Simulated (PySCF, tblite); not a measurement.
# C₅H₁₂FGaO₂: geometry, infrared bands and NMR shifts

What infrared bands and NMR shifts should C₅H₁₂FGaO₂ (`C[O][GaH2-][O+]1CCC[C@@H]1F`) show?

The runs use tblite 0.8.0 and PySCF 2.14.0, with density-fitted response routines of our own; the level of theory stands in each step. All values are computed, except where a source is named. Atoms count from 0, in the outputs and in this text.

### 1 The molecule as given

21 atoms, charge 0, multiplicity 1; geometry from: force field or distance geometry start.

Bonds of the start (Å): C0–O1 1.38, O1–Ga2 1.82, Ga2–O3 1.82, O3–C4 1.37, C4–C5 1.52, C5–C6 1.52, C6–C7 1.53, C7–F8 1.36, C7–O3 1.40, C0–H9 1.12, C0–H10 1.10, C0–H11 1.10, Ga2–H12 1.60, Ga2–H13 1.62, C4–H14 1.12, C4–H15 1.10, C5–H16 1.11, C5–H17 1.09, C6–H18 1.10, C6–H19 1.10, C7–H20 1.09.

### 2 Relaxing the molecule with GFN2-xTB

The job: settings as JSON, then the geometry in Å.

```
{"job": {"kind": "relax", "xc": "GFN2-xTB", "basis": "xTB"}, "charge": 0, "multiplicity": 1}
C      3.254600    -0.650400    -0.472800
O      2.843800    -0.304700     0.800700
Ga     1.382900     0.773000     0.637200
O     -0.108200    -0.171900     0.203100
C     -0.849100     0.342200    -0.822500
C     -2.310600    -0.029700    -0.596600
C     -2.164000    -0.843000     0.682300
C     -0.997500    -0.063800     1.283300
F     -1.374900     1.244900     1.334500
H      2.334800    -0.749700    -1.108600
H      3.925700     0.145600    -0.821600
H      3.719700    -1.648700    -0.433400
H      1.640700     2.001100    -0.353400
H      1.140300     1.411700     2.106900
H     -0.741700     1.457900    -0.845600
H     -0.574000    -0.037300    -1.812900
H     -2.852700     0.898200    -0.339200
H     -2.746000    -0.610600    -1.415500
H     -1.848400    -1.850900     0.372900
H     -3.055900    -0.822900     1.319600
H     -0.628500    -0.474200     2.222000
```

Run with:

```sh
OMP_NUM_THREADS=1 python probes_run.py task.json out
```

The driver reads the jobs from task.json and runs them one after another.

**Question.** This job is followed by: GFN2-xTB harmonic vibrations, gas phase; GIAO PBE0/pcSseg-1 NMR shielding, non-relativistic, gas phase. What will the session give for the following? strongest single infrared mode (GFN2-xTB); zero-point energy (GFN2-xTB); 13C shifts against TMS (PBE0/pcSseg-1); 1H shifts against TMS (PBE0/pcSseg-1, means over atoms taken as alike); 17O shifts against H2O (PBE0/pcSseg-1); 19F shifts against CFCl3 (PBE0/pcSseg-1); shieldings of Ga (PBE0/pcSseg-1).

As calculated:

```
                                                              quantity                                                           value
                             strongest single infrared mode (GFN2-xTB)                                           1728 cm⁻¹, 746 km/mol
                                          zero-point energy (GFN2-xTB)                                                  100.1 kcal/mol
                                13C shifts against TMS (PBE0/pcSseg-1)                               118.6, 76.2, 58.3, 37.4, 24.6 ppm
1H shifts against TMS (PBE0/pcSseg-1, means over atoms taken as alike)  6.25, 5.34, 4.83, 4.53, 4.33, 3.97, 2.46, 2.39, 1.96, 1.75 ppm
                                17O shifts against H2O (PBE0/pcSseg-1)                                                 116.8, 22.1 ppm
                              19F shifts against CFCl3 (PBE0/pcSseg-1)                                                      -114.0 ppm
                                      shieldings of Ga (PBE0/pcSseg-1)                                                  Ga2 1486.8 ppm
```

In words: Relaxing lowered the energy by 1.926 eV in 184 steps; the close pair that moved most is Ga2–O3, from 1.818 to 2.264 Å. No mode is imaginary among the 57: a minimum at this level. The strongest single mode, at 1728 cm⁻¹, moves mainly H13 and H12. Unscaled tight-binding wavenumbers are off by several per cent, some by more. Its intensities can rank the bands wrongly. The most deshielded hydrogen is H20 (hydrogen on an sp3 CH bonded to F and O), at 6.25 ppm: its carbon carries F and O, which withdraws density. At PBE0/pcSseg-1: The largest span, 403 ppm, is at Ga2, where the paramagnetic term is -1155 ppm. Spin-orbit coupling is left out, which matters for shieldings and couplings at and beside the heavy atoms.
